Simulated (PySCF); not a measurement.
# CH3BBr2O: geometry, NMR shifts, spin-spin couplings, electronic excitations and core binding energies

Wanted: the NMR shifts, spin-spin couplings, electronic excitations and core binding energies of CH3BBr2O (`COB(Br)Br`), by calculation.

Programs: PySCF 2.14.0, with density-fitted response routines of our own. Each step states its level of theory. These are calculated values for one molecule in the gas phase, unless marked as measured. Atoms are numbered from 0 throughout.

## Step 1: Starting geometry

8 atoms, charge 0, multiplicity 1; geometry from: GFN2-xTB.

Bonds of the start (Å): C0–O1 1.41, O1–B2 1.31, B2–Br3 1.91, B2–Br4 1.89, C0–H5 1.09, C0–H6 1.09, C0–H7 1.09.

## Step 2: Relaxing the molecule at PBE0-D3(BJ)/def2-SVP

The job: settings as JSON, then the geometry in Å.

```
{"job": {"xc": "PBE0", "basis": "def2-SVP", "d3": "d3bj", "grid": 1, "kind": "geom"}, "charge": 0, "multiplicity": 1}
C     -1.087138    -0.456391    -0.073114
O      0.260407    -0.501655     0.341713
B      1.223212     0.377113     0.184650
Br     1.003028     2.045949    -0.707367
Br     2.906482    -0.078755     0.901445
H     -1.267365    -1.310849    -0.726348
H     -1.313642     0.471715    -0.604249
H     -1.715926    -0.537715     0.814186
```

The program printed:

```text
step   0  E = -5286.93677774  max force = 0.013853
step   1  E = -5286.93789998  max force = 0.003211
step   2  E = -5286.93791167  max force = 0.001365
step   3  E = -5286.93795251  max force = 0.000456
step   4  E = -5286.93795526  max force = 0.000245
optimisation converged
```

Wall time 30 s (1 thread, shared host).

Relaxation path:

```csv
step,energy from step 0 (eV),largest force component (eV/Å)
0,0.0000,0.7124
1,-0.0305,0.1651
2,-0.0309,0.0702
3,-0.0320,0.0234
4,-0.0320,0.0126
```

Close pairs (by a distance rule), those that changed most:

```csv
bond,before (Å),after (Å),change (Å)
B2–Br4,1.885,1.915,+0.029
B2–Br3,1.905,1.929,+0.024
O1–B2,1.313,1.327,+0.014
C0–H7,1.091,1.099,+0.009
C0–H5,1.091,1.099,+0.009
C0–H6,1.093,1.100,+0.007
C0–O1,1.411,1.409,-0.002
```

The next job starts from the end point, and lists it.

```csv
at the end point,value
point group (found at 0.08 Å tolerance),Cs
"rotational constants (GHz, main isotopes)","2.468, 1.102, 0.766"
dipole moment (D),2.59
```

## Step 3: NMR shieldings: PBE0/pcSseg-1

The job: settings as JSON, then the geometry in Å.

```
{"job": {"kind": "nmr", "xc": "PBE0", "basis": "pcSseg-1"}, "charge": 0, "multiplicity": 1}
C     -0.810077    -0.322511     0.019994
O      0.524473    -0.422987     0.459595
B      1.506239     0.459203     0.321600
Br     1.272176     2.151625    -0.573739
Br     3.222441     0.016610     1.046094
H     -1.021034    -1.166745    -0.651685
H     -0.995474     0.624596    -0.507834
H     -1.472648    -0.392623     0.894507
```

Level: GIAO PBE0/pcSseg-1 NMR shielding, non-relativistic, gas phase.

The program printed:

```text
coarse grid: 37624 points
cycle   1  E = -5287.0190949411  dE = -1.804e+00  |g| = 1.101e+00  |ddm| = 2.735e+00
cycle   2  E = -5286.9148173170  dE =  1.043e-01  |g| = 1.058e+00  |ddm| = 9.070e-01
cycle   3  E = -5287.0613139098  dE = -1.465e-01  |g| = 4.169e-01  |ddm| = 8.308e-01
cycle   4  E = -5287.0915615902  dE = -3.025e-02  |g| = 4.881e-02  |ddm| = 2.449e-01
cycle   5  E = -5287.0917661105  dE = -2.045e-04  |g| = 1.803e-02  |ddm| = 4.475e-02
cycle   6  E = -5287.0918509339  dE = -8.482e-05  |g| = 5.837e-03  |ddm| = 1.994e-02
cycle   7  E = -5287.0918580799  dE = -7.146e-06  |g| = 7.905e-04  |ddm| = 5.686e-03
final grid: 75888 points
cycle   8  E = -5287.0918788829  dE = -2.621e-08  |g| = 8.782e-04  |ddm| = 1.707e-03
cycle   9  E = -5287.0918788448  dE =  3.812e-08  |g| = 1.001e-03  |ddm| = 1.481e-03
cycle  10  E = -5287.0918789737  dE = -1.289e-07  |g| = 1.045e-04  |ddm| = 7.639e-04
cycle  11  E = -5287.0918789764  dE = -2.647e-09  |g| = 1.347e-05  |ddm| = 8.752e-05
cycle  12  E = -5287.0918789764  dE = -3.001e-11  |g| = 4.744e-06  |ddm| = 1.327e-05
converged SCF energy = -5287.0918789764

GIAO shielding tensors (ppm)
atom      isotropic    diamagn.    paramagn.     s11        s22        s33       span
  0 C      126.356     244.964    -118.608     98.035    100.454    180.580     82.545
  1 O      149.710     391.978    -242.268    -39.188    176.613    311.703    350.891
  2 B       61.290     191.724    -130.434     54.701     60.950     68.219     13.518
  3 Br    2317.398    3124.012    -806.614   1786.245   2471.792   2694.158    907.913
  4 Br    2251.003    3123.419    -872.416   1790.451   2209.335   2753.222    962.771
  5 H       27.386      28.149      -0.764     23.283     24.875     34.000     10.717
  6 H       26.701      29.165      -2.464     21.340     26.950     31.813     10.473
  7 H       27.390      27.998      -0.608     23.297     24.859     34.015     10.718
```

Wall time 13 s (1 thread, shared host).

The references, computed at this level on geometries of the same kind, shield at (ppm): 1H TMS 31.27, 13C TMS 184.4, 17O H2O 334.6, 11B BF3·OEt2 100.7, 79Br HBr 2584. Their shielding less the atom's gives the shift. The references are single molecules in the gas phase, so shifts against H2O, NH3, PH3, H3PO4 or CFCl3 are not on the usual liquid scales and can be off by tens of ppm. Atoms listed in one row are averaged.

```csv
atoms,environment,σ (ppm),δ (ppm),δ scaled to CDCl3
C0,methyl carbon bonded to O,126.4,58.1,55.9
"H5, H6, H7",hydrogen on a methyl carbon bonded to O,27.16,4.11,4.11
O1,"oxygen bonded to C, B",149.7,184.9,–
B2,"boron bonded to 2 Br, O",61.3,39.4,–
"Br3, Br4",bromine bonded to B,2284,300,–
```

The scaled column applies a straight-line fit of computed shieldings to shifts measured in CDCl3, with any fitted terms for Cl, Br or S neighbours (root-mean-square error 0.21 ppm for H, 2.0 ppm for C).

The run also stored atomic charges by several schemes (e):

```csv
atoms,Mulliken,IAO,Hirshfeld,ESP fit
C0,-0.04,-0.20,-0.02,0.07
O1,-0.44,-0.34,-0.16,-0.27
B2,0.56,0.15,0.17,0.21
"Br3, Br4",-0.24,-0.04,-0.07,-0.10
```

Mayer bond orders: C0–O1 0.86, O1–B2 1.30, B2–Br3 1.03, B2–Br4 1.06.

## Step 4: Indirect couplings: B3LYP/pcSseg-1+pcJ-1

Same as in step 3 but for these lines:

```diff
@@ -1,2 +1,2 @@
-{"job": {"kind": "nmr", "xc": "PBE0", "basis": "pcSseg-1"}, "charge": 0, "multiplicity": 1}
+{"job": {"kind": "j", "xc": "B3LYP", "basis": "pcJ-1"}, "charge": 0, "multiplicity": 1}
 C     -0.810077    -0.322511     0.019994
```

Level: B3LYP/pcJ-1 Br:pcSseg-1 indirect spin-spin coupling, non-relativistic, gas phase.

The program printed:

```text
coarse grid: 37624 points
cycle   1  E = -5287.8544835547  dE = -1.822e+00  |g| = 1.179e+00  |ddm| = 2.637e+00
cycle   2  E = -5287.6774974230  dE =  1.770e-01  |g| = 1.281e+00  |ddm| = 1.076e+00
cycle   3  E = -5287.8974543889  dE = -2.200e-01  |g| = 4.991e-01  |ddm| = 1.018e+00
cycle   4  E = -5287.9395324346  dE = -4.208e-02  |g| = 5.717e-02  |ddm| = 2.870e-01
cycle   5  E = -5287.9397695145  dE = -2.371e-04  |g| = 2.609e-02  |ddm| = 5.689e-02
cycle   6  E = -5287.9399464254  dE = -1.769e-04  |g| = 7.982e-03  |ddm| = 2.827e-02
cycle   7  E = -5287.9399595273  dE = -1.310e-05  |g| = 1.316e-03  |ddm| = 8.157e-03
cycle   8  E = -5287.9399598161  dE = -2.888e-07  |g| = 2.579e-04  |ddm| = 1.650e-03
final grid: 75888 points
cycle   9  E = -5287.9399641870  dE = -4.999e-09  |g| = 3.566e-04  |ddm| = 7.883e-04
cycle  10  E = -5287.9399641531  dE =  3.390e-08  |g| = 5.284e-04  |ddm| = 7.558e-04
cycle  11  E = -5287.9399642183  dE = -6.523e-08  |g| = 7.704e-05  |ddm| = 4.564e-04
cycle  12  E = -5287.9399642194  dE = -1.048e-09  |g| = 7.169e-06  |ddm| = 4.380e-05
cycle  13  E = -5287.9399642194  dE = -1.273e-11  |g| = 2.444e-06  |ddm| = 6.665e-06
converged SCF energy = -5287.9399642194

Indirect spin-spin couplings (Hz)
  i      j    bonds     total        FC       PSO       DSO        SD
  0 C    1 O    1     15.651    18.420    -1.043    -0.137    -1.589
  0 C    2 B    2     -0.190    -0.130    -0.089     0.000     0.028
  0 C    5 H    1    153.673   152.544     0.168     0.787     0.175
  0 C    6 H    1    149.988   148.757     0.080     0.930     0.222
  0 C    7 H    1    153.527   152.396     0.169     0.788     0.174
  1 O    2 B    1    -12.778   -17.643     5.717    -0.280    -0.573
  1 O    5 H    2     -7.204    -6.726    -0.624     0.023     0.123
  1 O    6 H    2     -0.912    -0.283    -0.737     0.030     0.079
  1 O    7 H    2     -7.009    -6.528    -0.629     0.024     0.124
  2 B    5 H    3      4.820     4.517     0.556    -0.261     0.008
  2 B    6 H    3      6.148     5.993    -0.299     0.474    -0.019
  2 B    7 H    3      4.571     4.272     0.541    -0.249     0.008
  5 H    6 H    2    -10.609   -11.384     2.508    -2.037     0.304
  5 H    7 H    2    -12.929   -13.507     2.603    -2.360     0.335
  6 H    7 H    2    -10.663   -11.441     2.503    -2.029     0.305
```

Run time: 42 s. Hardware: 1 thread, shared host.

Couplings of 1 Hz or more, nine at most for each number of bonds, with means over like pairs (isotopes 11B, 13C, 1H, 17O):

```csv
pair,bonds,J (Hz),Fermi contact (Hz)
C0–H5,1,152.4,151.2
C0–O1,1,15.7,18.4
O1–B2,1,-12.8,-17.6
H5–H6,2,-11.4,-12.1
O1–H5,2,-5.0,-4.5
B2–H5,3,5.2,4.9
```

The response was solved for the nuclei of B, C, H, O alone, so couplings that need other nuclei can be missing.

Quadrupole couplings from the field gradients of the same density:

```csv
atom,isotope,eQq/h (MHz),η
Br4,79Br,371.3,0.37
Br3,79Br,355.3,0.33
O1,17O,-9.128,0.16
B2,11B,2.096,0.64
```

Shifts (PBE0/pcSseg-1, unscaled) and these couplings together give the proton spectrum at 400 MHz below. Couplings to quadrupolar nuclei are left out.

1H NMR δ 4.11 (s, 3H).

## Step 5: Excited states and response: CAM-B3LYP/def2-SVPD

Same as in step 4 but for these lines:

```diff
@@ -1,2 +1,2 @@
-{"job": {"kind": "j", "xc": "B3LYP", "basis": "pcJ-1"}, "charge": 0, "multiplicity": 1}
+{"job": {"kind": "uv", "xc": "CAM-B3LYP", "basis": "def2-SVPD", "ip": true}, "charge": 0, "multiplicity": 1}
 C     -0.810077    -0.322511     0.019994
```

With the program's defaults for keys left out, this is: TDDFT CAM-B3LYP/def2-SVPD, vertical, gas phase, core orbitals frozen in the response.

The program printed:

```text
coarse grid: 37624 points
cycle   1  E = -5287.8078577091  dE = -1.473e+00  |g| = 6.077e-01  |ddm| = 3.886e+00
cycle   2  E = -5287.7650475489  dE =  4.281e-02  |g| = 8.021e-01  |ddm| = 1.273e+00
cycle   3  E = -5287.8848753075  dE = -1.198e-01  |g| = 6.992e-02  |ddm| = 6.948e-01
cycle   4  E = -5287.8857284354  dE = -8.531e-04  |g| = 2.845e-02  |ddm| = 1.167e-01
cycle   5  E = -5287.8859461366  dE = -2.177e-04  |g| = 9.123e-03  |ddm| = 4.544e-02
cycle   6  E = -5287.8859657515  dE = -1.961e-05  |g| = 1.610e-03  |ddm| = 1.555e-02
cycle   7  E = -5287.8859663626  dE = -6.111e-07  |g| = 4.366e-04  |ddm| = 2.872e-03
final grid: 75888 points
cycle   8  E = -5287.8859555648  dE = -3.874e-08  |g| = 3.859e-04  |ddm| = 1.921e-03
cycle   9  E = -5287.8859555697  dE = -4.877e-09  |g| = 3.678e-04  |ddm| = 9.369e-04
cycle  10  E = -5287.8859556006  dE = -3.087e-08  |g| = 2.863e-05  |ddm| = 4.584e-04
cycle  11  E = -5287.8859556008  dE = -2.519e-10  |g| = 1.133e-05  |ddm| = 4.116e-05
converged SCF energy = -5287.8859556008

Static polarisability (au): isotropic 72.939, principal 55.983 76.173 86.660

Singlet excitations
state   eV       nm        f      main configurations
  1   6.1986    200.0   0.00001   H->L 0.99
  2   6.9534    178.3   0.07643   H-1->L 0.82, H->L+1 0.08
  3   7.0360    176.2   0.00037   H-3->L 0.98
  4   7.2281    171.5   0.14309   H->L+1 0.71, H-1->L 0.11
  5   7.4282    166.9   0.08565   H-2->L 0.89
  6   7.4899    165.5   0.00043   H-4->L 0.63, H-1->L+1 0.24
  7   7.5103    165.1   0.00044   H-1->L+1 0.48, H-4->L 0.34
  8   7.8273    158.4   0.10418   H-3->L+1 0.42, H->L+2 0.26
  9   7.8725    157.5   0.08731   H-2->L+1 0.70, H-1->L+2 0.09
 10   7.8751    157.4   0.01468   H->L+3 0.38, H->L+4 0.30, H->L+1 0.09

Triplet excitations (Tamm-Dancoff, eV): 6.0624 6.2521 6.4759 6.8007
Vertical ionisation energy (delta-SCF) = 10.5216 eV
```

It took 1.8 min on 1 thread, shared host.

Frontier orbitals and where they lie:

```csv
orbital,eV,atoms
HOMO−3,-10.40,"Br3 47 %, Br4 36 %, B2 12 %"
HOMO−2,-10.31,"Br3 50 %, O1 20 %, Br4 13 %"
HOMO−1,-9.88,"Br4 62 %, Br3 25 %, B2 10 %"
HOMO,-9.49,"Br4 55 %, Br3 38 %"
LUMO,0.46,"B2 41 %, Br3 20 %, O1 19 %"
LUMO+1,0.54,"B2 45 %, Br3 23 %, Br4 14 %"
LUMO+2,1.28,"Br4 42 %, Br3 21 %, C0 10 %"
```

With each of the 10 states as a Gaussian band of 0.4 eV half-width at 1/e, the curve within the window shown has maxima at 169 nm (ε 12,000) L/(mol cm). Beyond the last state computed it falls off for lack of states. The curve at chosen wavelengths:

```tsv
nm	ε (L/mol/cm)
152	4444
155	7529
158	9865
160	10691
163	11190
166	11445
169	11578
171	11398
174	10460
177	8763
180	6669
182	5273
185	3430
188	2037
191	1106
193	702
196	331
199	144
202	58
204	31
207	11
210	4
213	1
215	1
218	0
221	0
```

Further results of this job:

```csv
property,computed
dipole moment (D),2.55
polarisability (Å³),10.81
HOMO–LUMO gap (eV),9.95
−ε(HOMO) (eV),9.49
```

## Step 6: Shielding tensors: KT3/pcSseg-2

Same as in step 5 but for these lines:

```diff
@@ -1,2 +1,2 @@
-{"job": {"kind": "uv", "xc": "CAM-B3LYP", "basis": "def2-SVPD", "ip": true}, "charge": 0, "multiplicity": 1}
+{"job": {"kind": "nmr", "xc": "KT3", "basis": "pcSseg-2", "pop": false}, "charge": 0, "multiplicity": 1}
 C     -0.810077    -0.322511     0.019994
```

Level: GIAO KT3/pcSseg-2 NMR shielding, non-relativistic, gas phase.

The program printed:

```text
coarse grid: 37624 points
cycle   1  E = -5308.8622703376  dE = -1.902e+00  |g| = 1.099e+00  |ddm| = 2.087e+00
cycle   2  E = -5308.3137134183  dE =  5.486e-01  |g| = 1.770e+00  |ddm| = 1.341e+00
cycle   3  E = -5308.9005154350  dE = -5.868e-01  |g| = 5.374e-01  |ddm| = 1.292e+00
cycle   4  E = -5308.9588197754  dE = -5.830e-02  |g| = 6.947e-02  |ddm| = 3.373e-01
cycle   5  E = -5308.9588562584  dE = -3.648e-05  |g| = 7.368e-02  |ddm| = 1.126e-01
cycle   6  E = -5308.9601077220  dE = -1.251e-03  |g| = 1.341e-02  |ddm| = 5.834e-02
cycle   7  E = -5308.9601480528  dE = -4.033e-05  |g| = 5.670e-03  |ddm| = 1.464e-02
cycle   8  E = -5308.9601553661  dE = -7.313e-06  |g| = 8.011e-04  |ddm| = 4.490e-03
final grid: 75888 points
cycle   9  E = -5308.9601785382  dE =  3.696e-07  |g| = 1.584e-03  |ddm| = 2.468e-03
cycle  10  E = -5308.9601763803  dE =  2.158e-06  |g| = 3.490e-03  |ddm| = 3.328e-03
cycle  11  E = -5308.9601791096  dE = -2.729e-06  |g| = 3.142e-04  |ddm| = 2.188e-03
cycle  12  E = -5308.9601791252  dE = -1.563e-08  |g| = 5.897e-05  |ddm| = 2.218e-04
cycle  13  E = -5308.9601791257  dE = -5.057e-10  |g| = 1.274e-05  |ddm| = 3.285e-05
converged SCF energy = -5308.9601791257

GIAO shielding tensors (ppm)
atom      isotropic    diamagn.    paramagn.     s11        s22        s33       span
  0 C      122.312     240.966    -118.654     93.000     96.403    177.534     84.535
  1 O      142.485     389.878    -247.393    -34.326    169.132    292.649    326.975
  2 B       61.415     192.344    -130.929     59.203     61.639     63.403      4.200
  3 Br    2285.606    3129.849    -844.242   1776.366   2413.916   2666.537    890.172
  4 Br    2223.046    3127.945    -904.899   1787.462   2131.532   2750.142    962.680
  5 H       27.573      28.986      -1.414     23.786     25.136     33.795     10.009
  6 H       26.660      30.326      -3.666     21.797     26.564     31.619      9.822
  7 H       27.578      28.781      -1.203     23.799     25.119     33.815     10.016
```

Wall time 39 s (1 thread, shared host).

In short: δ C0 59.0, O1 181.3, B2 37.2, Br3 316, H5 4.08 ppm (means over like atoms).

## Step 7: Core-electron binding energies: SCAN, X2C

Same as in step 6 but for these lines:

```diff
@@ -1,2 +1,2 @@
-{"job": {"kind": "nmr", "xc": "KT3", "basis": "pcSseg-2", "pop": false}, "charge": 0, "multiplicity": 1}
+{"job": {"kind": "xps"}, "charge": 0, "multiplicity": 1}
 C     -0.810077    -0.322511     0.019994
```

With the program's defaults for keys left out, this is: delta-SCF UKS SCAN, pcX-2 on the ionised atom, pcseg-1 elsewhere, spin-free X2C.

The program printed:

```text
ground state, core basis on atom 0 (C), 142 functions
  cycle   1  E = -5337.32135577  |g| = 5.52e-01
  cycle   2  E = -5337.13089226  |g| = 1.12e+00
  cycle   3  E = -5337.37775389  |g| = 1.30e-01
  cycle   4  E = -5337.38134190  |g| = 4.63e-02
  cycle   5  E = -5337.38184375  |g| = 2.15e-02
  cycle   6  E = -5337.38197619  |g| = 2.34e-03
  cycle   7  E = -5337.38197877  |g| = 7.66e-04
  cycle   8  E = -5337.38197535  |g| = 1.66e-04
  E(ground) = -5337.67873689 Eh
hole in C 1s of atom 0
  cycle   1  E = -5326.06378765  |g| = 1.50e+00
  cycle   2  E = -5323.15590426  |g| = 2.53e+00
  cycle   3  E = -5326.13018864  |g| = 9.97e-01
  cycle   4  E = -5326.52541193  |g| = 4.80e-01
  cycle   5  E = -5326.60582129  |g| = 1.41e-01
  cycle   6  E = -5326.61313481  |g| = 4.55e-02
  cycle   7  E = -5326.61434296  |g| = 1.59e-02
  cycle   8  E = -5326.61450120  |g| = 6.83e-03
  cycle   9  E = -5326.61453033  |g| = 3.33e-03
  cycle  10  E = -5326.61453854  |g| = 1.41e-03
  cycle  11  E = -5326.61453961  |g| = 4.32e-04
  E(ion) = -5326.91001443 Eh   <S^2> = 0.7730   hole on atom = 1.000   binding energy = 293.032 eV
ground state, core basis on atom 1 (O), 142 functions
  cycle   1  E = -5337.41072973  |g| = 1.03e-01
  cycle   2  E = -5337.40909487  |g| = 1.06e-01
  cycle   3  E = -5337.41058824  |g| = 5.89e-02
  cycle   4  E = -5337.41120914  |g| = 5.26e-03
  cycle   5  E = -5337.41121963  |g| = 7.71e-04
  cycle   6  E = -5337.41121419  |g| = 1.09e-04
  E(ground) = -5337.70582484 Eh
hole in O 1s of atom 1
  cycle   1  E = -5316.75572861  |g| = 2.23e+00
  cycle   2  E = -5315.81654190  |g| = 2.42e+00
  cycle   3  E = -5317.37105091  |g| = 6.09e-01
  cycle   4  E = -5317.41550470  |g| = 5.30e-01
  cycle   5  E = -5317.58377819  |g| = 6.58e-02
  cycle   6  E = -5317.58543739  |g| = 1.88e-02
  cycle   7  E = -5317.58561224  |g| = 8.61e-03
  cycle   8  E = -5317.58566586  |g| = 2.13e-03
  cycle   9  E = -5317.58566656  |g| = 8.78e-04
  cycle  10  E = -5317.58567022  |g| = 2.57e-04
  E(ion) = -5317.87879412 Eh   <S^2> = 0.7620   hole on atom = 1.000   binding energy = 539.521 eV
ground state, core basis on atom 2 (B), 142 functions
  cycle   1  E = -5337.37625397  |g| = 1.05e-01
  cycle   2  E = -5337.37140121  |g| = 1.84e-01
  cycle   3  E = -5337.37798762  |g| = 1.49e-02
  cycle   4  E = -5337.37799906  |g| = 1.20e-02
  cycle   5  E = -5337.37803782  |g| = 1.02e-03
  cycle   6  E = -5337.37803671  |g| = 2.49e-04
  E(ground) = -5337.67711382 Eh
hole in B 1s of atom 2
  cycle   1  E = -5329.65753567  |g| = 1.18e+00
  cycle   2  E = -5327.72548848  |g| = 2.23e+00
  cycle   3  E = -5329.95056265  |g| = 4.66e-01
  cycle   4  E = -5329.97394844  |g| = 4.78e-01
  cycle   5  E = -5330.07739818  |g| = 1.11e-01
  cycle   6  E = -5330.08279031  |g| = 1.63e-02
  cycle   7  E = -5330.08299980  |g| = 6.98e-03
  cycle   8  E = -5330.08304501  |g| = 6.34e-03
  cycle   9  E = -5330.08308647  |g| = 2.65e-03
  cycle  10  E = -5330.08309387  |g| = 1.35e-03
  cycle  11  E = -5330.08309835  |g| = 4.24e-04
  E(ion) = -5330.37693890 Eh   <S^2> = 0.8088   hole on atom = 1.000   binding energy = 198.648 eV
```

Run time: 19 s. Hardware: 1 thread, shared host.

Binding energies by hole, beside the orbital energy of the ground state; the difference holds orbital relaxation and, for a density functional, its self-interaction error:

```csv
hole,stands for,environment,ΔSCF (eV),−ε (eV),⟨S²⟩
C1s on C0,C0,methyl carbon bonded to O,293.03,275.6,0.773
O1s on O1,O1,"oxygen bonded to C, B",539.52,518.1,0.762
B1s on B2,B2,"boron bonded to 2 Br, O",198.65,183.2,0.809
```

## Step 8: Side by side: NMR shifts

Shifts (ppm), means over like atoms, with basis size and wall time:

```csv
run,C0,H5,O1,B2,Br3,functions,time
PBE0/pcSseg-1,58.1,4.11,184.9,39.4,300,148,13 s
KT3/pcSseg-2,59.0,4.08,181.3,37.2,316,276,39 s
```

## Step 9: What came out

| quantity | value |
| --- | --- |
| point group | Cs |
| rotational constants (main isotopes) | 2.47, 1.10, 0.77 GHz |
| 13C shifts against TMS (PBE0/pcSseg-1) | 58.1 ppm |
| 1H shifts against TMS (PBE0/pcSseg-1, means over atoms taken as alike) | 4.11 ppm |
| 17O shifts against H2O (PBE0/pcSseg-1) | 184.9 ppm |
| 11B shifts against BF3·OEt2 (PBE0/pcSseg-1) | 39.4 ppm |
| 79Br shifts against HBr (PBE0/pcSseg-1, means over atoms taken as alike) | 300 ppm |
| largest coupling of the table (B3LYP/pcSseg-1+pcJ-1) | 1J(C,H) C0–H5, 152.4 Hz |
| lowest singlet (CAM-B3LYP/def2-SVPD) | 6.20 eV (200 nm), f = 0.000 |
| brightest single state of those computed | state 4, 7.23 eV, f = 0.143 |
| lowest triplet | 6.06 eV |
| vertical ionisation energy (ΔSCF) | 10.52 eV |
| C1s binding energies, SCAN/pcX-2 | C0 293.03 eV |
| O1s binding energies, SCAN/pcX-2 | O1 539.52 eV |
| B1s binding energies, SCAN/pcX-2 | B2 198.65 eV |
| range of the shift of Br3 | 300 to 316 ppm |

What this shows: Over 4 steps the energy fell by 0.032 eV; of the close pairs, B2–Br4 changed most, 1.885 to 1.915 Å. At PBE0/pcSseg-1: The largest span, 935 ppm, is at Br3, Br4, where the paramagnetic term is -840 ppm. Of the pairs tabulated at B3LYP/pcSseg-1+pcJ-1, C0–H5 (mean over like pairs) couples most strongly (152.4 Hz; Fermi contact 151.2 Hz). The first singlet state (HOMO→LUMO 0.99) lies at 6.20 eV and is dark; of the 10 states computed, the strongest absorption comes from state 4 at 7.23 eV. The lowest triplet lies 0.14 eV below the lowest singlet (triplets in Tamm-Dancoff, singlets in full TDDFT). ΔSCF puts the ionisation energy at 10.52 eV, 1.03 eV above −ε(HOMO). Across the 2 runs the shift of Br3 (with its like atoms) moves most, between 300 (PBE0/pcSseg-1) and 316 ppm (KT3/pcSseg-2). Spin-orbit coupling is left out, which matters for shieldings and couplings at and beside the heavy atoms.
